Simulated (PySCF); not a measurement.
# C2H7BrGaN: core binding energies at several levels of theory, part 2 of 2

PySCF 2.14.0. Atoms count from 0. The steps go on from the part before.

### 7 Core holes by ΔSCF: SCAN, X2C

What the job is given:

```
{"job": {"kind": "xps", "basis": "pcX-1"}, "charge": 0, "multiplicity": 1}
C      2.129473    -0.444686     0.342566
C      1.293464     0.035560    -0.586217
Ga    -0.331928     1.039791    -0.133790
N     -1.821591    -0.484904    -0.195632
Br    -0.562915     1.322349     2.202226
H      1.943743    -0.290546     1.412692
H      3.040756    -1.000461     0.084512
H      1.553855    -0.141253    -1.640187
H     -0.992402     2.180438    -0.984867
H     -2.693041    -0.129246     0.198993
H     -2.019391    -0.873730    -1.117963
H     -1.500761    -1.241257     0.410402
```

Method: delta-SCF UKS SCAN, pcX-1 on the ionised atom, pcseg-1 elsewhere, spin-free X2C.

What it wrote:

```text
ground state, core basis on atom 0 (C), 141 functions
  cycle   1  E = -4673.46134622  |g| = 5.05e-01
  cycle   2  E = -4673.42362140  |g| = 6.25e-01
  cycle   3  E = -4673.53210378  |g| = 6.09e-02
  cycle   4  E = -4673.53320366  |g| = 2.90e-02
  cycle   5  E = -4673.53335529  |g| = 1.76e-02
  cycle   6  E = -4673.53344323  |g| = 3.00e-03
  cycle   7  E = -4673.53344732  |g| = 8.92e-04
  cycle   8  E = -4673.53344918  |g| = 2.75e-04
  E(ground) = -4673.94430539 Eh
hole in C 1s of atom 0
  cycle   1  E = -4662.29681928  |g| = 1.50e+00
  cycle   2  E = -4660.02146092  |g| = 2.20e+00
  cycle   3  E = -4662.49723997  |g| = 7.22e-01
  cycle   4  E = -4662.75476912  |g| = 4.87e-01
  cycle   5  E = -4662.85690797  |g| = 1.92e-01
  cycle   6  E = -4662.87451485  |g| = 3.33e-02
  cycle   7  E = -4662.87508489  |g| = 1.24e-02
  cycle   8  E = -4662.87520798  |g| = 5.84e-03
  cycle   9  E = -4662.87523731  |g| = 2.93e-03
  cycle  10  E = -4662.87524841  |g| = 1.57e-03
  cycle  11  E = -4662.87525061  |g| = 1.03e-03
  cycle  12  E = -4662.87525537  |g| = 3.08e-04
  E(ion) = -4663.28511221 Eh   <S^2> = 0.7913   hole on atom = 1.000   binding energy = 290.051 eV
ground state, core basis on atom 1 (C), 141 functions
  cycle   1  E = -4673.53268042  |g| = 6.02e-02
  cycle   2  E = -4673.52892977  |g| = 1.31e-01
  cycle   3  E = -4673.53357173  |g| = 6.07e-03
  cycle   4  E = -4673.53357922  |g| = 3.88e-03
  cycle   5  E = -4673.53358548  |g| = 8.86e-04
  cycle   6  E = -4673.53358404  |g| = 1.74e-04
  E(ground) = -4673.94449954 Eh
hole in C 1s of atom 1
  cycle   1  E = -4662.30437739  |g| = 1.51e+00
  cycle   2  E = -4659.79224941  |g| = 2.24e+00
  cycle   3  E = -4662.57345694  |g| = 6.68e-01
  cycle   4  E = -4662.83345737  |g| = 3.49e-01
  cycle   5  E = -4662.86971213  |g| = 2.09e-01
  cycle   6  E = -4662.89143133  |g| = 3.44e-02
  cycle   7  E = -4662.89207779  |g| = 1.43e-02
  cycle   8  E = -4662.89226699  |g| = 5.61e-03
  cycle   9  E = -4662.89232597  |g| = 3.96e-03
  cycle  10  E = -4662.89236212  |g| = 2.67e-03
  cycle  11  E = -4662.89237955  |g| = 1.82e-03
  cycle  12  E = -4662.89238855  |g| = 7.31e-04
  cycle  13  E = -4662.89239001  |g| = 3.16e-04
  E(ion) = -4663.30199209 Eh   <S^2> = 0.8120   hole on atom = 1.000   binding energy = 289.597 eV
ground state, core basis on atom 3 (N), 141 functions
  cycle   1  E = -4673.53360314  |g| = 5.02e-02
  cycle   2  E = -4673.53205891  |g| = 9.03e-02
  cycle   3  E = -4673.53411848  |g| = 1.16e-02
  cycle   4  E = -4673.53414592  |g| = 7.97e-03
  cycle   5  E = -4673.53416030  |g| = 6.78e-04
  cycle   6  E = -4673.53416116  |g| = 2.25e-04
  E(ground) = -4673.94338218 Eh
hole in N 1s of atom 3
  cycle   1  E = -4657.87799983  |g| = 1.85e+00
  cycle   2  E = -4649.82580843  |g| = 3.50e+00
  cycle   3  E = -4658.19598989  |g| = 6.91e-01
  cycle   4  E = -4658.44945248  |g| = 4.20e-01
  cycle   5  E = -4658.54708475  |g| = 1.46e-01
  cycle   6  E = -4658.55690462  |g| = 8.50e-02
  cycle   7  E = -4658.56070490  |g| = 2.79e-02
  cycle   8  E = -4658.56116645  |g| = 5.55e-03
  cycle   9  E = -4658.56118470  |g| = 1.93e-03
  cycle  10  E = -4658.56118375  |g| = 1.20e-03
  cycle  11  E = -4658.56118762  |g| = 3.22e-04
  E(ion) = -4658.97021795 Eh   <S^2> = 0.7643   hole on atom = 1.000   binding energy = 407.441 eV
```

Wall time 21 s (1 thread of Arm Neoverse V2, shared host); peak memory 0.55 GiB.

Binding energies by hole, beside the orbital energy of the ground state; the difference holds orbital relaxation and, for a density functional, its self-interaction error:

```csv
hole,stands for,environment,ΔSCF (eV),−ε (eV),⟨S²⟩
C1s on C0,C0,terminal =CH2 carbon,290.05,273.4,0.791
C1s on C1,C1,alkene CH,289.60,273.2,0.812
N1s on N3,N3,donor nitrogen of a Lewis adduct,407.44,387.9,0.764
```

### 8 Core-electron binding energies: SCAN, X2C

Settings changed since step 7:

```diff
@@ -1,2 +1,2 @@
-{"job": {"kind": "xps", "basis": "pcX-1"}, "charge": 0, "multiplicity": 1}
+{"job": {"kind": "xps", "basis": "def2-TZVP"}, "charge": 0, "multiplicity": 1}
 C      2.129473    -0.444686     0.342566
```

Method: delta-SCF UKS SCAN, def2-TZVP on the ionised atom, pcseg-1 elsewhere, spin-free X2C.

What it wrote:

```text
ground state, core basis on atom 0 (C), 148 functions
  cycle   1  E = -4673.47655416  |g| = 5.16e-01
  cycle   2  E = -4673.43005369  |g| = 6.57e-01
  cycle   3  E = -4673.55082799  |g| = 6.59e-02
  cycle   4  E = -4673.55211206  |g| = 3.14e-02
  cycle   5  E = -4673.55230132  |g| = 1.78e-02
  cycle   6  E = -4673.55239470  |g| = 3.57e-03
  cycle   7  E = -4673.55239632  |g| = 1.13e-03
  cycle   8  E = -4673.55239451  |g| = 2.95e-04
  E(ground) = -4673.96367662 Eh
hole in C 1s of atom 0
  cycle   1  E = -4662.31435481  |g| = 1.46e+00
  cycle   2  E = -4660.03794767  |g| = 2.07e+00
  cycle   3  E = -4662.46993396  |g| = 7.49e-01
  cycle   4  E = -4662.75991344  |g| = 4.80e-01
  cycle   5  E = -4662.85972093  |g| = 1.96e-01
  cycle   6  E = -4662.87899453  |g| = 3.46e-02
  cycle   7  E = -4662.87961691  |g| = 1.30e-02
  cycle   8  E = -4662.87975784  |g| = 6.05e-03
  cycle   9  E = -4662.87978965  |g| = 3.26e-03
  cycle  10  E = -4662.87980514  |g| = 1.83e-03
  cycle  11  E = -4662.87981215  |g| = 1.24e-03
  cycle  12  E = -4662.87981435  |g| = 3.82e-04
  E(ion) = -4663.28974233 Eh   <S^2> = 0.7905   hole on atom = 1.000   binding energy = 290.453 eV
ground state, core basis on atom 1 (C), 148 functions
  cycle   1  E = -4673.55314545  |g| = 3.17e-02
  cycle   2  E = -4673.55212815  |g| = 6.86e-02
  cycle   3  E = -4673.55342668  |g| = 4.84e-03
  cycle   4  E = -4673.55343493  |g| = 2.73e-03
  cycle   5  E = -4673.55343206  |g| = 6.83e-04
  cycle   6  E = -4673.55343366  |g| = 1.49e-04
  E(ground) = -4673.96470236 Eh
hole in C 1s of atom 1
  cycle   1  E = -4662.32226604  |g| = 1.47e+00
  cycle   2  E = -4659.84017979  |g| = 2.09e+00
  cycle   3  E = -4662.53257858  |g| = 7.14e-01
  cycle   4  E = -4662.83808712  |g| = 3.40e-01
  cycle   5  E = -4662.86959037  |g| = 2.20e-01
  cycle   6  E = -4662.89513085  |g| = 3.41e-02
  cycle   7  E = -4662.89575526  |g| = 1.49e-02
  cycle   8  E = -4662.89596477  |g| = 5.77e-03
  cycle   9  E = -4662.89602943  |g| = 4.27e-03
  cycle  10  E = -4662.89607234  |g| = 2.97e-03
  cycle  11  E = -4662.89609242  |g| = 2.11e-03
  cycle  12  E = -4662.89610581  |g| = 7.95e-04
  cycle  13  E = -4662.89610950  |g| = 3.20e-04
  E(ion) = -4663.30581630 Eh   <S^2> = 0.8111   hole on atom = 1.000   binding energy = 290.043 eV
ground state, core basis on atom 3 (N), 148 functions
  cycle   1  E = -4673.56174179  |g| = 1.99e-02
  cycle   2  E = -4673.56145886  |g| = 3.67e-02
  cycle   3  E = -4673.56183355  |g| = 4.84e-03
  cycle   4  E = -4673.56183712  |g| = 3.22e-03
  cycle   5  E = -4673.56183840  |g| = 5.04e-04
  cycle   6  E = -4673.56183955  |g| = 1.42e-04
  E(ground) = -4673.97157179 Eh
hole in N 1s of atom 3
  cycle   1  E = -4657.90462617  |g| = 1.79e+00
  cycle   2  E = -4649.81137683  |g| = 3.30e+00
  cycle   3  E = -4658.17457804  |g| = 7.17e-01
  cycle   4  E = -4658.47982567  |g| = 3.88e-01
  cycle   5  E = -4658.55766120  |g| = 1.51e-01
  cycle   6  E = -4658.56839457  |g| = 8.33e-02
  cycle   7  E = -4658.57203595  |g| = 2.78e-02
  cycle   8  E = -4658.57249293  |g| = 6.04e-03
  cycle   9  E = -4658.57250951  |g| = 2.18e-03
  cycle  10  E = -4658.57251444  |g| = 1.22e-03
  cycle  11  E = -4658.57251427  |g| = 3.18e-04
  E(ion) = -4658.98153037 Eh   <S^2> = 0.7635   hole on atom = 1.000   binding energy = 407.900 eV
```

Wall time 23 s (1 thread of Arm Neoverse V2, shared host); peak memory 0.55 GiB.

Binding energies by hole, beside the orbital energy of the ground state; the difference holds orbital relaxation and, for a density functional, its self-interaction error:

```csv
hole,stands for,environment,ΔSCF (eV),−ε (eV),⟨S²⟩
C1s on C0,C0,terminal =CH2 carbon,290.45,273.4,0.790
C1s on C1,C1,alkene CH,290.04,273.2,0.811
N1s on N3,N3,donor nitrogen of a Lewis adduct,407.90,387.9,0.764
```

### 9 Core-electron binding energies: SCAN, non-relativistic

Settings changed since step 8:

```diff
@@ -1,2 +1,2 @@
-{"job": {"kind": "xps", "basis": "def2-TZVP"}, "charge": 0, "multiplicity": 1}
+{"job": {"kind": "xps", "x2c": false}, "charge": 0, "multiplicity": 1}
 C      2.129473    -0.444686     0.342566
```

Method: delta-SCF UKS SCAN, pcX-2 on the ionised atom, pcseg-1 elsewhere, non-relativistic.

What it wrote:

```text
ground state, core basis on atom 0 (C), 162 functions
  cycle   1  E = -4633.48440966  |g| = 5.20e-01
  cycle   2  E = -4633.43617910  |g| = 6.59e-01
  cycle   3  E = -4633.55618455  |g| = 6.76e-02
  cycle   4  E = -4633.55739578  |g| = 3.67e-02
  cycle   5  E = -4633.55769151  |g| = 1.83e-02
  cycle   6  E = -4633.55778066  |g| = 3.88e-03
  cycle   7  E = -4633.55779445  |g| = 1.17e-03
  cycle   8  E = -4633.55779446  |g| = 2.69e-04
  E(ground) = -4633.96640346 Eh
hole in C 1s of atom 0
  cycle   1  E = -4622.32156034  |g| = 1.50e+00
  cycle   2  E = -4620.01529502  |g| = 2.23e+00
  cycle   3  E = -4622.54401252  |g| = 7.08e-01
  cycle   4  E = -4622.78467284  |g| = 4.86e-01
  cycle   5  E = -4622.88604287  |g| = 1.92e-01
  cycle   6  E = -4622.90328658  |g| = 3.32e-02
  cycle   7  E = -4622.90384003  |g| = 1.28e-02
  cycle   8  E = -4622.90396683  |g| = 6.80e-03
  cycle   9  E = -4622.90400672  |g| = 3.35e-03
  cycle  10  E = -4622.90401981  |g| = 1.83e-03
  cycle  11  E = -4622.90402721  |g| = 1.28e-03
  cycle  12  E = -4622.90402978  |g| = 3.77e-04
  E(ion) = -4623.31164900 Eh   <S^2> = 0.7954   hole on atom = 1.000   binding energy = 289.931 eV
ground state, core basis on atom 1 (C), 162 functions
  cycle   1  E = -4633.55850067  |g| = 4.64e-02
  cycle   2  E = -4633.55768299  |g| = 6.19e-02
  cycle   3  E = -4633.55858505  |g| = 2.19e-02
  cycle   4  E = -4633.55871479  |g| = 4.39e-03
  cycle   5  E = -4633.55872462  |g| = 7.21e-04
  cycle   6  E = -4633.55872770  |g| = 1.91e-04
  E(ground) = -4633.96738793 Eh
hole in C 1s of atom 1
  cycle   1  E = -4622.33150846  |g| = 1.51e+00
  cycle   2  E = -4619.82257950  |g| = 2.26e+00
  cycle   3  E = -4622.61584772  |g| = 6.58e-01
  cycle   4  E = -4622.86248823  |g| = 3.53e-01
  cycle   5  E = -4622.90080315  |g| = 2.07e-01
  cycle   6  E = -4622.92163065  |g| = 3.49e-02
  cycle   7  E = -4622.92225437  |g| = 1.58e-02
  cycle   8  E = -4622.92248078  |g| = 6.51e-03
  cycle   9  E = -4622.92255542  |g| = 4.37e-03
  cycle  10  E = -4622.92260011  |g| = 3.15e-03
  cycle  11  E = -4622.92262227  |g| = 2.14e-03
  cycle  12  E = -4622.92263301  |g| = 8.35e-04
  cycle  13  E = -4622.92263585  |g| = 3.37e-04
  E(ion) = -4623.33008739 Eh   <S^2> = 0.8172   hole on atom = 1.000   binding energy = 289.456 eV
ground state, core basis on atom 3 (N), 162 functions
  cycle   1  E = -4633.56797307  |g| = 4.57e-02
  cycle   2  E = -4633.56781819  |g| = 2.83e-02
  cycle   3  E = -4633.56771868  |g| = 3.32e-02
  cycle   4  E = -4633.56803335  |g| = 4.11e-03
  cycle   5  E = -4633.56803933  |g| = 4.20e-04
  E(ground) = -4633.97502222 Eh
hole in N 1s of atom 3
  cycle   1  E = -4617.91666541  |g| = 1.85e+00
  cycle   2  E = -4609.83518726  |g| = 3.52e+00
  cycle   3  E = -4618.24263982  |g| = 6.90e-01
  cycle   4  E = -4618.49739841  |g| = 4.14e-01
  cycle   5  E = -4618.59035161  |g| = 1.43e-01
  cycle   6  E = -4618.59961113  |g| = 8.19e-02
  cycle   7  E = -4618.60311001  |g| = 2.79e-02
  cycle   8  E = -4618.60356388  |g| = 5.79e-03
  cycle   9  E = -4618.60358123  |g| = 1.94e-03
  cycle  10  E = -4618.60358933  |g| = 1.22e-03
  cycle  11  E = -4618.60358987  |g| = 3.26e-04
  E(ion) = -4619.01021825 Eh   <S^2> = 0.7647   hole on atom = 1.000   binding energy = 407.213 eV
```

Wall time 23 s (1 thread of Arm Neoverse V2, shared host); peak memory 0.55 GiB.

Binding energies by hole, beside the orbital energy of the ground state; the difference holds orbital relaxation and, for a density functional, its self-interaction error:

```csv
hole,stands for,environment,ΔSCF (eV),−ε (eV),⟨S²⟩
C1s on C0,C0,terminal =CH2 carbon,289.93,273.4,0.795
C1s on C1,C1,alkene CH,289.46,273.2,0.817
N1s on N3,N3,donor nitrogen of a Lewis adduct,407.21,387.8,0.765
```

### 10 Summary of results

This closing draws on all 2 parts.

```
                                          quantity                    value
                  C1s binding energies, SCAN/pcX-2  C0 290.03, C1 289.58 eV
                  N1s binding energies, SCAN/pcX-2             N3 407.39 eV
                 C1s binding energies, B3LYP/pcX-2  C0 290.15, C1 289.65 eV
                 N1s binding energies, B3LYP/pcX-2             N3 407.35 eV
                  C1s binding energies, PBE0/pcX-2  C0 289.60, C1 289.15 eV
                  N1s binding energies, PBE0/pcX-2             N3 406.87 eV
                   C1s binding energies, PBE/pcX-2  C0 289.22, C1 288.80 eV
                   N1s binding energies, PBE/pcX-2             N3 406.43 eV
                    N1s binding energies, HF/pcX-2             N3 407.28 eV
                  C1s binding energies, SCAN/pcX-1  C0 290.05, C1 289.60 eV
                  N1s binding energies, SCAN/pcX-1             N3 407.44 eV
              C1s binding energies, SCAN/def2-TZVP  C0 290.45, C1 290.04 eV
              N1s binding energies, SCAN/def2-TZVP             N3 407.90 eV
C1s binding energies, SCAN/pcX-2, non-relativistic  C0 289.93, C1 289.46 eV
N1s binding energies, SCAN/pcX-2, non-relativistic             N3 407.21 eV
```

What this shows: Single values in the summary come from the first sound run of each kind (SCAN/pcX-2), which need not be the best level. At SCAN/pcX-2: The C1s levels kept as sound span 0.45 eV, from C1 (alkene CH) up to C0 (terminal =CH2 carbon). At B3LYP/pcX-2: The C1s levels kept as sound span 0.50 eV, from C1 (alkene CH) up to C0 (terminal =CH2 carbon). At PBE0/pcX-2: C0 (terminal =CH2 carbon) binds its C1s electron 0.46 eV more tightly than C1 (alkene CH). At PBE/pcX-2: The C1s levels kept as sound span 0.42 eV, from C1 (alkene CH) up to C0 (terminal =CH2 carbon). At SCAN/pcX-1: C0 (terminal =CH2 carbon) binds its C1s electron 0.45 eV more tightly than C1 (alkene CH). At SCAN/def2-TZVP: The C1s levels kept as sound span 0.41 eV, from C1 (alkene CH) up to C0 (terminal =CH2 carbon). At SCAN/pcX-2, non-relativistic: C0 (terminal =CH2 carbon) binds its C1s electron 0.47 eV more tightly than C1 (alkene CH).
